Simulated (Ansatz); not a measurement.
# CO2: the cost of one run

Program: Ansatz 0.2.0. Level of theory: DFT, PBE, plane-wave PAW, default files, scalar-relativistic, as far as a step names no other. These are calculated values, not measurements.

### 1 Starting point

Symmetry: Pa-3, No. 205, cubic system. The conventional cell has a = 5.620 Å, b = 5.620 Å, c = 5.620 Å, α = 90.00°, β = 90.00°, γ = 90.00°. C (site symmetry -3) is surrounded by 2 O at 1.17 Å. Around O (site symmetry 3) lie 1 C at 1.17 Å.

Coordinates:

```cif
data_structure
_symmetry_space_group_name_H-M 'Pa-3'
_symmetry_Int_Tables_number 205
_cell_length_a 5.6200
_cell_length_b 5.6200
_cell_length_c 5.6200
_cell_angle_alpha 90.000
_cell_angle_beta 90.000
_cell_angle_gamma 90.000
_cell_volume 177.50
loop_
_atom_site_label
_atom_site_type_symbol
_atom_site_symmetry_multiplicity
_atom_site_Wyckoff_symbol
_atom_site_fract_x
_atom_site_fract_y
_atom_site_fract_z
_atom_site_occupancy
C1 C 4 a 0.00000 0.00000 0.00000 1
O1 O 8 c 0.12002 0.12002 0.12002 1
```

The earlier run gave: gap on the mesh 6.79 eV, largest force 0.019 eV/Å, pressure 1.4 GPa.

Site by site (atoms counted from 1):

```tsv
site	atoms	first shell	V_zz (10²¹ V/m²)	η	C_Q (MHz)
C	1, 2, 3, 4	2 O at 1.17 Å, angle 180°	-2.93	0.00	–
O	5, 6, 7, 8, …	1 C at 1.17 Å	7.17	0.00	-4.44 (¹⁷O)
```

Conventions: |V_zz| ≥ |V_yy| ≥ |V_xx|, η = (V_xx − V_yy)/V_zz, C_Q = eQV_zz/h. Q values from Pyykkö, Mol. Phys. 116, 1328 (2018). A dash under C_Q marks elements without a common quadrupolar isotope.

### 2 A check on settings: scf.mixing.preconditioner = none, crystal.symmetry = detect: false, kpoints.mp_grid.shift = [0.5, 0.5, 0.5]

input.yaml

```yaml
crystal:
  lattice:
    - [5.62, 0.0, 0.0]
    - [0.0, 5.62, 0.0]
    - [0.0, 0.0, 5.62]
  atoms:
    - { symbol: C, position: [0.0, 0.0, 0.0] }
    - { symbol: C, position: [0.5, 0.0, 0.5] }
    - { symbol: C, position: [0.5, 0.5, 0.0] }
    - { symbol: C, position: [0.0, 0.5, 0.5] }
    - { symbol: O, position: [0.1200165075, 0.1200165075, 0.1200165075] }
    - { symbol: O, position: [0.3799834925, 0.8799834925, 0.6200165075] }
    - { symbol: O, position: [0.6200165075, 0.3799834925, 0.8799834925] }
    - { symbol: O, position: [0.8799834925, 0.6200165075, 0.3799834925] }
    - { symbol: O, position: [0.8799834925, 0.8799834925, 0.8799834925] }
    - { symbol: O, position: [0.6200165075, 0.1200165075, 0.3799834925] }
    - { symbol: O, position: [0.3799834925, 0.6200165075, 0.1200165075] }
    - { symbol: O, position: [0.1200165075, 0.3799834925, 0.6200165075] }
  symmetry: { detect: false }
kpoints:
  mp_grid: { grid: [4, 4, 4], shift: [0.5, 0.5, 0.5] }
scf:
  occupations: { method: fermi_dirac, width: 0.02 }
  mixing: { preconditioner: none }
hamiltonian:
  xc: pbe
  pseudopotentials: { kind: paw }
output:
  forces: true
  stress: true
  populations: true
  efg: { quadrupole_moments_barn: { O: -0.02558 }, contact_densities: true }
  write_density: true
  write_potential: true
  elf: true
  volumetric_format: npy
```

The run is started by

```sh
$ ansatz run input.yaml --threads 1 --pin off --max-ram 2560MiB --backend cpu --events-out ev --progress --plain --runs-dir out
```

What time and memory should one allow on 1 thread of Arm Neoverse V1, shared host?

About 34 s, with a peak of 0.45 GiB.
